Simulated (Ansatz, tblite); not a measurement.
# The cluster Zn6O5: rung by rung

Aim: run the singlet of the cluster Zn6O5 at one geometry on many levels, and compare frontier levels, spin and run time.

Program: Ansatz 0.2.0, Gaussian basis. Level of theory: as each input shows. These are calculated values, not measurements.

Levels to be run: GFN1-xTB, GFN2-xTB, PBE-D4/def2-TZVP, r2SCAN-D4/def2-TZVP, B97M-V/def2-TZVP, PBE-D4/def2-SVP, PBE0-D4/def2-SVP, MP2/def2-SVP.

2 further runs of the same task are left out: 2 set aside as unsound or not needed.

## (1) The geometry

The singlet was relaxed beforehand with r2SCAN-D4/def2-SVP. At that level it is the lowest of the isomers that a small search found.

11 atoms, charge 0, spin multiplicity 1.

Bond lengths: Zn1–O9 1.761 Å, Zn1–O11 1.761 Å, Zn2–O8 1.756 Å, Zn2–O10 1.760 Å, Zn3–Zn6 2.307 Å, Zn3–O7 1.780 Å, Zn4–O8 1.756 Å, Zn4–O11 1.760 Å, Zn5–O7 1.761 Å, Zn5–O10 1.761 Å, Zn6–O9 1.780 Å. Angles: O9–Zn1–O11 177.9°, O8–Zn2–O10 177.4°, Zn6–Zn3–O7 165.4°, O8–Zn4–O11 177.4°, O7–Zn5–O10 177.9°, Zn3–Zn6–O9 164.6°, Zn3–O7–Zn5 109.6°, Zn2–O8–Zn4 120.4°, Zn1–O9–Zn6 109.6°, Zn2–O10–Zn5 114.6°, Zn1–O11–Zn4 114.8°.

Geometry (Å):

```xyz
11
O5Zn6
Zn   -2.44753    0.68988   -1.65888
Zn    1.92159    1.51430    1.06432
Zn    0.00106   -2.81236    0.32802
Zn   -0.42413    2.56665   -0.57290
Zn    2.19132   -1.39212    1.57546
Zn   -1.77788   -2.02446   -0.91085
O     1.48259   -2.98042    1.29983
O     1.04709    2.85483    0.34167
O    -2.94102   -0.99603   -1.78087
O     2.85054    0.22269    1.81638
O    -1.90363    2.35704   -1.50218
```

PBE0-D4/def2-TZVP was run before; its log isn't repeated, and its numbers join the tables.

## (2) GFN1-xTB

Tight binding, by tblite at 300 K electronic temperature and without a spin-polarisation term:

```python
tblite.interface.Calculator('GFN1-xTB', numbers, positions, charge=0, uhf=0).singlepoint()
```

Energy -767.5648 eV, HOMO -10.46 eV, LUMO -7.96 eV; 0.01 s.

## (3) GFN2-xTB

Tight binding, by tblite at 300 K electronic temperature and without a spin-polarisation term:

```python
tblite.interface.Calculator('GFN2-xTB', numbers, positions, charge=0, uhf=0).singlepoint()
```

Energy -643.5942 eV, HOMO -12.41 eV, LUMO -9.85 eV; 0.014 s.

## (4) PBE-D4/def2-TZVP

start.molden holds the orbitals of an earlier run on this state, given as this run's starting guess.

in.yaml

```yaml
crystal:
  periodic: [false, false, false]
  atoms:
    - {symbol: Zn, position_ang: [-2.447535, 0.689882, -1.658879]}
    - {symbol: Zn, position_ang: [1.921594, 1.514300, 1.064321]}
    - {symbol: Zn, position_ang: [0.001061, -2.812363, 0.328017]}
    - {symbol: Zn, position_ang: [-0.424130, 2.566649, -0.572900]}
    - {symbol: Zn, position_ang: [2.191316, -1.392124, 1.575458]}
    - {symbol: Zn, position_ang: [-1.777882, -2.024455, -0.910853]}
    - {symbol: O, position_ang: [1.482586, -2.980419, 1.299829]}
    - {symbol: O, position_ang: [1.047094, 2.854826, 0.341668]}
    - {symbol: O, position_ang: [-2.941016, -0.996034, -1.780875]}
    - {symbol: O, position_ang: [2.850538, 0.222694, 1.816379]}
    - {symbol: O, position_ang: [-1.903627, 2.357045, -1.502175]}
basis:
  gaussian: {orbitals: def2-TZVP, initial_orbitals: start.molden}
hamiltonian: {xc: pbe, dispersion: d4}
scf: {omitted_lower_state_checks: [starts]}
output: {forces: true, orbitals: {seedname: orbitals}}
```

Started as:

```bash
> ansatz run in.yaml --threads 4 --pin off --events-out ev --progress --plain --max-ram 6963MiB
```

Further steps of the session: r2SCAN-D4/def2-TZVP; B97M-V/def2-TZVP; PBE-D4/def2-SVP; PBE0-D4/def2-SVP; MP2/def2-SVP.

Q: Predict the results of all the runs planned. Wanted: gap in def2-TZVP, named functionals, smallest and largest; correlation energy, MP2/def2-SVP; binding an atom, functionals in def2-TZVP; PBE0 total energy, smallest basis above largest.

As calculated:

```
                                                 quantity                                 value
gap in def2-TZVP, named functionals, smallest and largest   3.24 eV (PBE-D4), 5.32 eV (PBE0-D4)
                         correlation energy, MP2/def2-SVP                             -75.51 eV
                binding an atom, functionals in def2-TZVP  2.53 (B97M-V) to 2.71 eV (r2SCAN-D4)
          PBE0 total energy, smallest basis above largest        55.01 eV (def2-SVP, def2-TZVP)
```

What this shows: Orbital gaps of the named functionals in def2-TZVP span 3.24 eV (PBE-D4) to 5.32 eV (PBE0-D4); exact exchange widens it.
